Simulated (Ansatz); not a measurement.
# F2H9NO3Si2: the cost of one run

Method: PBE0-D4/def2-SVP; program: Ansatz 0.2.0, Gaussian basis.

118 further runs of the same task are left out: 1 that didn't finish, 117 set aside as unsound or not needed.

### 1 Where the work starts

The start, a first-order saddle point found at PBE0-D4 in triple zeta: 17 atoms, charge 0, spin multiplicity 1.

Atoms are counted from 1 here; the program's logs count them from 0.

Bond lengths: Si1–O2 1.856 Å, Si1–F4 1.610 Å, Si1–F5 1.652 Å, Si1–O6 1.653 Å, Si1–N8 1.804 Å, O2–Si3 1.658 Å, O2–H9 1.238 Å, Si3–H11 1.486 Å, Si3–H12 1.483 Å, Si3–H13 1.481 Å, O6–H14 0.960 Å, H7–O10 1.127 Å, N8–H15 1.012 Å, N8–H16 1.014 Å, H9–O10 1.174 Å, O10–H17 0.963 Å. Angles: O2–Si1–F4 87.4°, O2–Si1–F5 176.9°, O2–Si1–O6 87.1°, O2–Si1–N8 84.9°, F4–Si1–F5 93.6°, F4–Si1–O6 122.5°, F4–Si1–N8 120.7°, F5–Si1–O6 94.8°, F5–Si1–N8 92.1°, O6–Si1–N8 115.7°, Si1–O2–Si3 127.5°, Si1–O2–H9 104.7°, Si3–O2–H9 125.4°, O2–Si3–H11 106.1°, O2–Si3–H12 110.5°, O2–Si3–H13 111.0°, H11–Si3–H12 109.2°, H11–Si3–H13 109.8° and more.

Geometry (Å):

```
Si   -0.0870    0.6378    0.9928
O    -0.1909    0.0723   -0.7714
Si   -1.0632    0.7609   -2.0017
F    -0.3663    2.1287    0.4542
F     0.0932    1.1246    2.5611
O    -1.3058   -0.4304    1.3190
H     1.3214   -1.3218    0.3554
N     1.5754   -0.0606    0.9498
H     0.2215   -1.0951   -0.7512
O     0.8497   -2.0203   -0.3935
H    -1.1801   -0.2785   -3.0577
H    -0.3457    1.9363   -2.5513
H    -2.4131    1.1579   -1.5384
H    -1.5661   -0.3829    2.2419
H     2.0323   -0.0057    1.8513
H     2.1729    0.3890    0.2642
H     0.2516   -2.6122    0.0754
```

### 2 Dynamics

Contents of md/in.yaml:

```yaml
crystal:
  periodic: [false, false, false]
  atoms:
    - {symbol: Si, position_ang: [-0.086982, 0.637764, 0.992790]}
    - {symbol: O, position_ang: [-0.190884, 0.072284, -0.771392]}
    - {symbol: Si, position_ang: [-1.063205, 0.760933, -2.001701]}
    - {symbol: F, position_ang: [-0.366267, 2.128711, 0.454240]}
    - {symbol: F, position_ang: [0.093166, 1.124644, 2.561078]}
    - {symbol: O, position_ang: [-1.305761, -0.430359, 1.318954]}
    - {symbol: H, position_ang: [1.321384, -1.321768, 0.355432]}
    - {symbol: N, position_ang: [1.575396, -0.060593, 0.949772]}
    - {symbol: H, position_ang: [0.221508, -1.095063, -0.751217]}
    - {symbol: O, position_ang: [0.849688, -2.020266, -0.393468]}
    - {symbol: H, position_ang: [-1.180119, -0.278514, -3.057664]}
    - {symbol: H, position_ang: [-0.345723, 1.936270, -2.551323]}
    - {symbol: H, position_ang: [-2.413104, 1.157873, -1.538355]}
    - {symbol: H, position_ang: [-1.566132, -0.382890, 2.241925]}
    - {symbol: H, position_ang: [2.032276, -0.005691, 1.851292]}
    - {symbol: H, position_ang: [2.172914, 0.388957, 0.264154]}
    - {symbol: H, position_ang: [0.251646, -2.612190, 0.075383]}
basis:
  gaussian: {orbitals: def2-SVP}
hamiltonian: {xc: pbe0, dispersion: d4}
md: {n_steps: 80, timestep: 0.5, temperature: 1500, ensemble: nvt_nose_hoover, seed: 586, initial_velocities: maxwell_boltzmann}
```

Run with:

```bash
ansatz run in.yaml --threads 2 --pin off --events-out ev --progress --plain --max-ram 31744MiB --backend cpu
```

**Question.** How long does this run take on 2 threads of AMD EPYC 7R13, shared host?

About 7.9 min.
